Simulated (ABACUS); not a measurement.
# Cu (Fm-3m) in ABACUS: reference runs

How does Cu come out in PBEsol? The cell is run as given and disturbed.

All numbers are computed with ABACUS 3.10.1; they aren't measurements. Logs are shortened: lines on timing, memory, paths and dates and some standing lists are left out, and cuts for length are marked.

## 1. Starting point

Symmetry: Fm-3m, No. 225, cubic system. The conventional cell has a = 3.615 Å, b = 3.615 Å, c = 3.615 Å, α = 90.00°, β = 90.00°, γ = 90.00°. Cu (site symmetry m-3m) is surrounded by 12 Cu at 2.56 Å.

## 2. Single point, PBEsol

The input, INPUT:

```
INPUT_PARAMETERS
suffix              Cu
calculation         scf
basis_type          pw
pseudo_dir          ./
symmetry            1
dft_functional      pbesol
ecutwfc             92
pseudo_rcut         7
nspin               1
nbands              14
ks_solver           dav
smearing_method     fd
smearing_sigma      0.00367493
scf_thr             1e-08
scf_nmax            100
mixing_type         broyden
mixing_beta         0.7
cal_force           1
cal_stress          1
kpar                4
```

The input, STRU:

```
ATOMIC_SPECIES
Cu 63.5460 Cu.upf

LATTICE_CONSTANT
1.8897261246

LATTICE_VECTORS
0.0000000000 1.8075000000 1.8075000000
1.8075000000 0.0000000000 1.8075000000
1.8075000000 1.8075000000 0.0000000000

ATOMIC_POSITIONS
Direct

Cu
0.0
1
0.0000000000 0.0000000000 0.0000000000 1 1 1
```

The input, KPT:

```
K_POINTS
0
Gamma
13 13 13 0 0 0
```

Potentials or basis: PseudoDojo NC SR 0.4.1 PBEsol standard, plane waves.

On the command line:

```sh
OMP_NUM_THREADS=1 mpirun -np 4 abacus > log
```

running log:

```text
ABACUS v3.10.1

               Atomic-orbital Based Ab-initio Computation at UStc

 ------------------------------------------------------------------------------------

 READING GENERAL INFORMATION
                           global_out_dir = OUT.Cu/
                           global_in_card = INPUT
                               pseudo_dir = ./
                              orbital_dir =
                                    DSIZE = 4
                                    GSIZE = 1

 READING UNITCELL INFORMATION
                                    ntype = 1
                  lattice constant (Bohr) = 1.88973
              lattice constant (Angstrom) = 1

 READING ATOM TYPE 1
                               atom label = Cu
                      L=0, number of zeta = 1
                      L=1, number of zeta = 1
                      L=2, number of zeta = 1
             number of atom for this type = 1

                        TOTAL ATOM NUMBER = 1
DIRECT COORDINATES
    atom                   x                   y                   z     mag                  vx                  vy                  vz
taud_Cu1            0.0000000000        0.0000000000        0.0000000000  0.0000        0.0000000000        0.0000000000        0.0000000000

                          Volume (Bohr^3) = 79.7006
                             Volume (A^3) = 11.8104

 Lattice vectors: (Cartesian coordinate: in unit of a_0)
                   +0             +1.8075             +1.8075
              +1.8075                  +0             +1.8075
              +1.8075             +1.8075                  +0
 Reciprocal vectors: (Cartesian coordinate: in unit of 2 pi/a_0)
            -0.276625           +0.276625           +0.276625
            +0.276625           -0.276625           +0.276625
            +0.276625           +0.276625           -0.276625
 The esolver type has been set to : ksdft_pw

                PAO radial cut off (Bohr) = 7

 Read in pseudopotential file is Cu.upf
                     pseudopotential type = NC
          exchange-correlation functional = PBESOL
                 nonlocal core correction = 1
                        valence electrons = 19
                                     lmax = 2
                           number of zeta = 4
                     number of projectors = 6
                           L of projector = 0
                           L of projector = 0
                           L of projector = 1
                           L of projector = 1
                           L of projector = 2
                           L of projector = 2
     initial pseudo atomic orbital number = 10

 SETUP THE ELECTRONS NUMBER
            electron number of element Cu = 19
[... 154 lines left out ...]
 Init Non-Local-Pseudopotential done.

                                     npwx = 1243

 Make real space PAO into reciprocal space.
       max mesh points in Pseudopotential = 701
     dq(describe PAO in reciprocal space) = 0.01
                                    max q = 1155

 number of pseudo atomic orbitals for Cu is 4
WARNING: norm of atomic wavefunction # 3 of atomic type Cu is 0.999944, renormalized
WARNING: norm of atomic wavefunction # 4 of atomic type Cu is 0.996041, renormalized

 -------------------------------------------
 SELF-CONSISTENT
 -------------------------------------------
                                 init_chg = atomic

 PW ALGORITHM --------------- ION=   1  ELEC=   1--------------------------------

 Density error is 0.306819708581
                          Error Threshold = 0.01
----------------------------------------------------------
     Energy           Rydberg                 eV
----------------------------------------------------------
 E_KohnSham     -378.7638072490      -5153.3459747596
 E_Harris       -388.9754097509      -5292.2819544972
 E_Fermi        1.3831403914         18.8185904576
----------------------------------------------------------
[... 75 lines left out ...]
 Density error is 1.9173892236e-09
                          Error Threshold = 2.55196628004e-10
----------------------------------------------------------
     Energy           Rydberg                 eV
----------------------------------------------------------
 E_KohnSham     -378.9159954623      -5155.4166016288
 E_KS(sigma->0) -378.9158958100      -5155.4152457902
 E_Harris       -378.9158578753      -5155.4147296626
 E_band         -25.6939892123       -349.5846576376
 E_one_elec     -203.1159145286      -2763.5337920706
 E_Hartree      112.6909916581       1533.2395998205
 E_xc           -46.2059954315       -628.6648196303
 E_Ewald        -242.2848778557      -3296.4548780713
 E_entropy(-TS) -0.0001993045        -0.0027116771
 E_descf        0.0000000000         0.0000000000
 E_exx          0.0000000000         0.0000000000
 E_Fermi        1.2768830156         17.3728846910
----------------------------------------------------------

 charge density convergence is achieved
 final etot is -5155.4166016 eV
 EFERMI = 17.372884691 eV

 STATE ENERGY(eV) AND OCCUPATIONS    NSPIN == 1
 1/21 kpoint (Cartesian) = 0.0000 0.0000 0.0000 (1243 pws)
       1       -95.0740    0.000910332
       2       -52.5702    0.000910332
       3       -52.5702    0.000910332
       4       -52.5702    0.000910332
       5        7.71845    0.000910332
       6        14.2273    0.000910332
       7        14.2273    0.000910332
       8        14.2273    0.000910332
       9        15.0854    0.000910332
      10        15.0854    0.000910332
      11        39.7978        0.00000
      12        42.3503        0.00000
      13        42.3503        0.00000
      14        42.3503        0.00000
[... 66 lines left out ...]
       1       -95.0616     0.00728266
       2       -52.6655     0.00728266
       3       -52.5845     0.00728266
       4       -52.5845     0.00728266
       5        11.6885     0.00728266
       6        14.2612     0.00728266
       7        14.2612     0.00728266
       8        14.6787     0.00728266
       9        15.5164     0.00728266
      10        15.5164     0.00728266
      11        23.6644    1.64125e-57
      12        38.6377        0.00000
      13        39.2612        0.00000
      14        39.2612        0.00000

[... levels at 15 further k points ...]

------------------------------------------------------------------------------------------
 TOTAL-FORCE (eV/Angstrom)
------------------------------------------------------------------------------------------
                       Cu1         0.0000000000         0.0000000000         0.0000000000
------------------------------------------------------------------------------------------

----------------------------------------------------------------
 TOTAL-STRESS (KBAR)
----------------------------------------------------------------
       -69.1657281910        -0.0000000000        -0.0000000000
         0.0000000000       -69.1657281910        -0.0000000000
         0.0000000000        -0.0000000000       -69.1657281910
----------------------------------------------------------------
 TOTAL-PRESSURE: -69.165728 KBAR

 --------------------------------------------
 !FINAL_ETOT_IS -5155.4166016287708771 eV
 --------------------------------------------
```

It took 6.3 s on 4 MPI ranks of Intel Xeon Platinum 8375C at 2.90GHz (Ice Lake), shared host; peak memory 0.24 GiB.

What came out:

```yaml
Free_energy: -5155.4166 eV
Pressure: -6.9 GPa
Band_gap_on_the_k_mesh: none (metal or under the smearing width)
```

## 3. Single point, PBEsol (cell strained at random at fixed volume)

Changes to INPUT since step 2:

```diff
@@ -20,2 +20,4 @@
 cal_stress          1
-kpar                4
+out_chg             1
+out_pot             2
+out_elf             1
```

The input, STRU:

```
ATOMIC_SPECIES
Cu 63.5460 Cu.upf

LATTICE_CONSTANT
1.8897261246

LATTICE_VECTORS
-0.0085780000 1.7957520000 1.8016880000
1.8229500000 -0.0240520000 1.8171630000
1.7953260000 1.7836020000 0.0035720000

ATOMIC_POSITIONS
Direct

Cu
0.0
1
0.0014560000 -0.0242930000 0.0293210000 1 1 1
```

KPT is that of step 2.

Potentials or basis: PseudoDojo NC SR 0.4.1 PBEsol standard, plane waves.

On the command line:

```sh
OMP_NUM_THREADS=1 mpirun -np 4 abacus > log
```

running log:

```text
ABACUS v3.10.1

               Atomic-orbital Based Ab-initio Computation at UStc

 ------------------------------------------------------------------------------------

 READING GENERAL INFORMATION
                           global_out_dir = OUT.Cu/
                           global_in_card = INPUT
                               pseudo_dir = ./
                              orbital_dir =
                                    DSIZE = 4
                                    GSIZE = 1

 READING UNITCELL INFORMATION
                                    ntype = 1
                  lattice constant (Bohr) = 1.88973
              lattice constant (Angstrom) = 1

 READING ATOM TYPE 1
                               atom label = Cu
                      L=0, number of zeta = 1
                      L=1, number of zeta = 1
                      L=2, number of zeta = 1
             number of atom for this type = 1

                        TOTAL ATOM NUMBER = 1
DIRECT COORDINATES
    atom                   x                   y                   z     mag                  vx                  vy                  vz
taud_Cu1            0.0014560000        0.9757070000        0.0293210000  0.0000        0.0000000000        0.0000000000        0.0000000000

                          Volume (Bohr^3) = 79.7006
                             Volume (A^3) = 11.8104

 Lattice vectors: (Cartesian coordinate: in unit of a_0)
            -0.008578            +1.79575            +1.80169
             +1.82295           -0.024052            +1.81716
             +1.79533             +1.7836           +0.003572
 Reciprocal vectors: (Cartesian coordinate: in unit of 2 pi/a_0)
            -0.274434            +0.27568           +0.278957
            +0.271547           -0.273881           +0.274272
            +0.279966           +0.279412           -0.277159
 The esolver type has been set to : ksdft_pw

                PAO radial cut off (Bohr) = 7

 Read in pseudopotential file is Cu.upf
                     pseudopotential type = NC
          exchange-correlation functional = PBESOL
                 nonlocal core correction = 1
                        valence electrons = 19
                                     lmax = 2
                           number of zeta = 4
                     number of projectors = 6
                           L of projector = 0
                           L of projector = 0
[... 206 lines left out ...]
 E_KohnSham     -378.7636860146      -5153.3443252814
 E_Harris       -388.9748903538      -5292.2748877362
 E_Fermi        1.3827452342         18.8132140678
----------------------------------------------------------
[... 75 lines left out ...]
 Density error is 1.95871006702e-09
                          Error Threshold = 2.79999871714e-10
----------------------------------------------------------
     Energy           Rydberg                 eV
----------------------------------------------------------
 E_KohnSham     -378.9158792343      -5155.4150202668
 E_KS(sigma->0) -378.9157844263      -5155.4137303368
 E_Harris       -378.9157986339      -5155.4139236421
 E_band         -25.6941707786       -349.5871279746
 E_one_elec     -203.1436425846      -2763.9110516266
 E_Hartree      112.7048811353       1533.4285758525
 E_xc           -46.2062142924       -628.6677973856
 E_Ewald        -242.2707138764      -3296.2621672471
 E_entropy(-TS) -0.0001896161        -0.0025798599
 E_descf        0.0000000000         0.0000000000
 E_exx          0.0000000000         0.0000000000
 E_Fermi        1.2754178177         17.3529496517
----------------------------------------------------------

 charge density convergence is achieved
 final etot is -5155.4150203 eV
 EFERMI = 17.352949652 eV
The vacuum level is 17.348908348 eV

 STATE ENERGY(eV) AND OCCUPATIONS    NSPIN == 1
 1/1099 kpoint (Cartesian) = 0.0000 0.0000 0.0000 (310 pws)
       1       -95.0739    0.000910332
       2       -52.5718    0.000910332
       3       -52.5707    0.000910332
       4       -52.5676    0.000910332
       5        7.71851    0.000910332
       6        14.1549    0.000910332
       7        14.2372    0.000910332
       8        14.2830    0.000910332
       9        15.0741    0.000910332
      10        15.1024    0.000910332
      11        39.7040        0.00000
      12        41.7915        0.00000
      13        42.5090        0.00000
      14        42.8668        0.00000
[... 66 lines left out ...]
       1       -95.0616     0.00182066
       2       -52.6654     0.00182066
       3       -52.5871     0.00182066
       4       -52.5812     0.00182066
       5        11.6832     0.00182066
       6        14.1888     0.00182066
       7        14.3351     0.00182066
       8        14.6719     0.00182066
       9        15.4904     0.00182066
      10        15.5406     0.00182066
      11        23.6393    4.54493e-58
      12        38.4731        0.00000
      13        39.1797        0.00000
      14        39.6095        0.00000

[... levels at 1093 further k points ...]

------------------------------------------------------------------------------------------
 TOTAL-FORCE (eV/Angstrom)
------------------------------------------------------------------------------------------
                       Cu1         0.0000000000         0.0000000000         0.0000000000
------------------------------------------------------------------------------------------

----------------------------------------------------------------
 TOTAL-STRESS (KBAR)
----------------------------------------------------------------
       -69.2976892012        15.4655293436        -7.6923950064
        15.4655293435       -66.1186049074         5.3800811665
        -7.6923950064         5.3800811665       -70.1255861692
----------------------------------------------------------------
 TOTAL-PRESSURE: -68.513960 KBAR

 --------------------------------------------
 !FINAL_ETOT_IS -5155.4150202667733538 eV
 --------------------------------------------
```

Run time: 1.8 min. Hardware: 4 MPI ranks of Intel Xeon Platinum 8375C at 2.90GHz (Ice Lake), shared host; peak memory 0.56 GiB.

What came out:

- Free energy: -5155.4150 eV
- Pressure: -6.9 GPa
- Band gap on the k mesh: none (metal or under the smearing width)

Levels at points of the mesh, in eV from the Fermi level:
| k point | band 7 | band 8 | band 9 | band 10 | band 11 | band 12 |
| --- | --- | --- | --- | --- | --- | --- |
| (0.00, 0.00, 0.00) | -3.12 | -3.07 | -2.28 | -2.25 | 22.35 | 24.44 |
